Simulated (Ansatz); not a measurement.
# GaH5O (SMILES [OH2+][GaH3-]): functionals against CCSD(T) at one geometry

Aim: energy, forces and dipole at a structure displaced at random from a GFN2-xTB minimum, from CCSD(T) and from density functionals.

The runs use Ansatz 0.2.0, Gaussian basis; single points in def2-TZVPP.

Cores are frozen in the correlated methods. Filled d shells of the heavier atoms are correlated.

**1. The system as given**

SMILES `[OH2+][GaH3-]`, 7 atoms, charge 0, spin multiplicity 1.

Atoms are counted from 1 here; the program's logs count them from 0.

Bond lengths: O1–Ga2 2.241 Å, O1–H3 0.842 Å, O1–H4 0.945 Å, Ga2–H5 1.461 Å, Ga2–H6 1.487 Å, Ga2–H7 1.698 Å. Angles: Ga2–O1–H3 118.0°, Ga2–O1–H4 109.8°, H3–O1–H4 118.3°, O1–Ga2–H5 98.6°, O1–Ga2–H6 91.5°, O1–Ga2–H7 93.1°, H5–Ga2–H6 118.6°, H5–Ga2–H7 119.3°, H6–Ga2–H7 120.4°.

As a file:

```xyz
7

O    -0.38340   -1.15150   -0.04730
Ga    0.11040    1.02990   -0.18740
H    -0.65490   -1.44920    0.69180
H     0.25830   -1.65570   -0.52460
H     0.29780    1.11920   -1.63400
H    -1.20980    1.40630    0.38370
H     1.47020    0.88140    0.81900
```

**2. CCSD(T)/def2-TZVPP**

Contents of run/in.yaml:

```yaml
crystal:
  periodic: [false, false, false]
  atoms:
    - {symbol: O, position_ang: [-0.383400, -1.151500, -0.047300]}
    - {symbol: Ga, position_ang: [0.110400, 1.029900, -0.187400]}
    - {symbol: H, position_ang: [-0.654900, -1.449200, 0.691800]}
    - {symbol: H, position_ang: [0.258300, -1.655700, -0.524600]}
    - {symbol: H, position_ang: [0.297800, 1.119200, -1.634000]}
    - {symbol: H, position_ang: [-1.209800, 1.406300, 0.383700]}
    - {symbol: H, position_ang: [1.470200, 0.881400, 0.819000]}
basis:
  gaussian: {orbitals: def2-TZVPP}
correlation: {method: ccsd_t}
output: {forces: true}
```

No record of the launch command was kept for these runs.

**3. PBE0-D4/def2-TZVPP**

Edit run/in.yaml of step 2 so:

```diff
@@ -12,3 +12,3 @@
   gaussian: {orbitals: def2-TZVPP}
-correlation: {method: ccsd_t}
-output: {forces: true}
+hamiltonian: {xc: pbe0, dispersion: d4}
+output: {forces: true, orbitals: {seedname: orbitals}}
```

**4. wB97M-V/def2-TZVPP**

Edit run/in.yaml of step 3 so:

```diff
@@ -12,3 +12,3 @@
   gaussian: {orbitals: def2-TZVPP}
-hamiltonian: {xc: pbe0, dispersion: d4}
-output: {forces: true, orbitals: {seedname: orbitals}}
+hamiltonian: {xc: {name: wB97M-V}}
+output: {forces: true}
```

**5. r2SCAN-D4/def2-TZVPP**

Edit run/in.yaml of step 4 so:

```diff
@@ -12,3 +12,3 @@
   gaussian: {orbitals: def2-TZVPP}
-hamiltonian: {xc: {name: wB97M-V}}
+hamiltonian: {xc: r2scan, dispersion: d4}
 output: {forces: true}
```

**6. PBE-D4/def2-TZVPP**

Edit run/in.yaml of step 5 so:

```diff
@@ -12,3 +12,3 @@
   gaussian: {orbitals: def2-TZVPP}
-hamiltonian: {xc: r2scan, dispersion: d4}
+hamiltonian: {xc: pbe, dispersion: d4}
 output: {forces: true}
```

**7. wB97X-V/def2-TZVPP**

Edit run/in.yaml of step 6 so:

```diff
@@ -12,3 +12,3 @@
   gaussian: {orbitals: def2-TZVPP}
-hamiltonian: {xc: pbe, dispersion: d4}
+hamiltonian: {xc: {name: wB97X-V}}
 output: {forces: true}
```

**8. revPBE-D4/def2-TZVPP**

Edit run/in.yaml of step 7 so:

```diff
@@ -12,3 +12,3 @@
   gaussian: {orbitals: def2-TZVPP}
-hamiltonian: {xc: {name: wB97X-V}}
+hamiltonian: {xc: {name: revPBE}, dispersion: d4}
 output: {forces: true}
```

(Steps that only read results are left out.)

**Question.** What will these runs give? Wanted: energy less free atoms, CCSD(T)/def2-TZVPP; RMS force component; RMS force error; HOMO and LUMO, PBE0-D4; T1 diagnostic.

The runs gave:

| quantity | value |
| --- | --- |
| energy less free atoms, CCSD(T)/def2-TZVPP | -1762.5 kJ/mol |
| RMS force component | 3.099 to 3.204 eV/Å over the methods |
| RMS force error | PBE0-D4 0.065, wB97M-V 0.054, r2SCAN-D4 0.044, PBE-D4 0.172, wB97X-V 0.054, revPBE-D4 0.181 eV/Å |
| HOMO and LUMO, PBE0-D4 | -7.56 and -0.45 eV |
| T1 diagnostic | 0.012 |

**Reading.** Against CCSD(T) the functionals' energies less atoms differ by -19.4 to +50.9 kJ/mol, PBE-D4 by +11.9 kJ/mol. CCSD(T) in triple zeta still lacks some correlation energy of the bonds, so part of these gaps is its own basis error and they don't rank the functionals. The forces of r2SCAN-D4 come nearest to CCSD(T), those of revPBE-D4 are farthest. Frozen-core CCSD(T) forces in triple zeta carry basis errors of their own, and this is one geometry, so small gaps rank nothing.
